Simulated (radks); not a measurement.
**Ionisation of Sr¹⁰⁺: one atom, several choices of exchange strength α**

The task here is to estimate one member of a computed series from the others.

Program: radks (a radial shooting solver on a logarithmic mesh, Libxc functionals) version 1. Level of theory: scalar-relativistic Kohn-Sham, spin-polarised, spherical densities, point nucleus; open shells are filled with parallel spins first. These are calculated values, not measurements, unless marked.

### What is computed

| Property | Result |
| --- | --- |
| element | strontium (Z = 38) |
| charge | +10 |
| electrons | 28 |
| configuration | [Ar] 3d10 |
| ion | Sr¹¹⁺, [Ar] 3d9 |
| choices | α = 0.641; α = 0.667; α = 0.759; α = 0.853; α = 0.985 |

The outer shells:

Sr¹⁰⁺
```
[Ar] core
3d [↑↓][↑↓][↑↓][↑↓][↑↓]
```

Sr¹¹⁺
```
[Ar] core
3d [↑↓][↑↓][↑↓][↑↓][↑ ]
```

The first run:

The run's settings:

```text
Z 38
configuration [Ar] 3d10
relativity scalar-relativistic
functional xalpha 0.641
spin polarised
nucleus point
c 137.035999084
```

Among the steps run: α = 0.641: Sr¹⁰⁺.

One table of the session follows, with a row left open; its other results are not shown here.

It belongs to the step «α = 0.641: Sr¹⁰⁺». From the orbitals of this run (lengths in bohr):

```
level      <r>  outermost maximum (interpolated)  90 % within  nodes
   1s  0.03922                            0.0256       0.0702      0
   2s   0.1727                             0.145        0.267      1
   2p   0.1505                             0.116        0.245      0
   3s   0.4901                             0.435        0.726      2
   3p        ?                                 ?            ?      ?
   3d   0.4866                             0.373        0.783      0
```

**Question.** Estimate the row for 3p.

The run gave: <r>: 0.4945; outermost maximum (interpolated): 0.430; 90 % within: 0.750; nodes: 1. In the column «<r>» it is the highest.

To keep in mind: Open shells are spherical and high-spin; term and fine-structure splittings are not resolved.
